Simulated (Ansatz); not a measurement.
Write a Python script for Ansatz 0.2.0, Python API that makes Fermi-surface readings of ScIn3, space group Pm-3m. Settings: r2SCAN, PAW, the default cutoff (500 eV here), 6×6×6 k-points, Gaussian smearing of 0.1 eV.

Contents of `scin3.cif`:
```cif
data_ScIn3
_cell_length_a 4.460000
_cell_length_b 4.460000
_cell_length_c 4.460000
_cell_angle_alpha 90.00000
_cell_angle_beta 90.00000
_cell_angle_gamma 90.00000
_symmetry_space_group_name_H-M 'P 1'
_symmetry_Int_Tables_number 1
loop_
_symmetry_equiv_pos_as_xyz
'x, y, z'
loop_
_atom_site_label
_atom_site_type_symbol
_atom_site_fract_x
_atom_site_fract_y
_atom_site_fract_z
Sc1 Sc    0.000000    0.000000    0.000000
In2 In    0.000000    0.500000    0.500000
In3 In    0.500000    0.000000    0.500000
In4 In    0.500000    0.500000    0.000000
```

The script, `run_fermi.py`:
```python
import ansatz as az
from ase.io import read

config = {
    "smearing": "gaussian",
    "kmesh": (6, 6, 6),
}


def main() -> None:
    atoms = read("scin3.cif")
    scin3 = az.Crystal.from_ase(atoms)

    calculation = scin3.calculation()
    calculation = calculation.occupations(config["smearing"])
    calculation = calculation.functional(az.Functional.R2SCAN).kpoints(*config["kmesh"])
    calculation = calculation.eigenstates(nscf_kmesh=(8, 8, 8), level_slopes=True)
    surface = calculation.run().fermi_surface().to_plain()
    for way, reading in surface.items():
        if reading:
            rho_lambda = [f"{v:.3e}" for v in reading["resistivity_times_mean_free_path_ohm_m2"]]
            print(f"{way:24s} area {reading['spin_summed_area_per_ang2']:8.3f} 1/A^2  rho*lambda (ohm m^2) {rho_lambda}")


if __name__ == "__main__":
    main()
```

```console
$ python run_fermi.py
DeckWarning: basis.ecutwfc = 500 eV, auto-derived from the records' recommended cutoffs: set by Sc (their level for a meta-GGA)
by_tetrahedra            area   26.826 1/A^2  rho*lambda (ohm m^2) ['1.140e-15', '1.140e-15', '1.140e-15']
by_slopes                area   21.349 1/A^2  rho*lambda (ohm m^2) ['1.432e-15', '1.432e-15', '1.432e-15']
on_every_second_point    area   20.169 1/A^2  rho*lambda (ohm m^2) ['1.516e-15', '1.516e-15', '1.516e-15']
```
(Warnings from the package without file and line.)

Notes:
- For a metal this k-point mesh is coarse: on a finer one energies can move by several to tens of meV an atom and pressures by half a GPa or more, differences at one mesh by less.
- The starting cell is as deposited in a crystallographic database; the results hold for this polymorph, which needn't be the stable one.
- The three readings differ by the mesh error.
- It ran for 11 s on 1 thread of Intel(R) Xeon(R) 6975P-C (Granite Rapids), on a shared host, peak memory 0.65 GiB.

(Lines on the test bed's own set-up are left out of the output.)
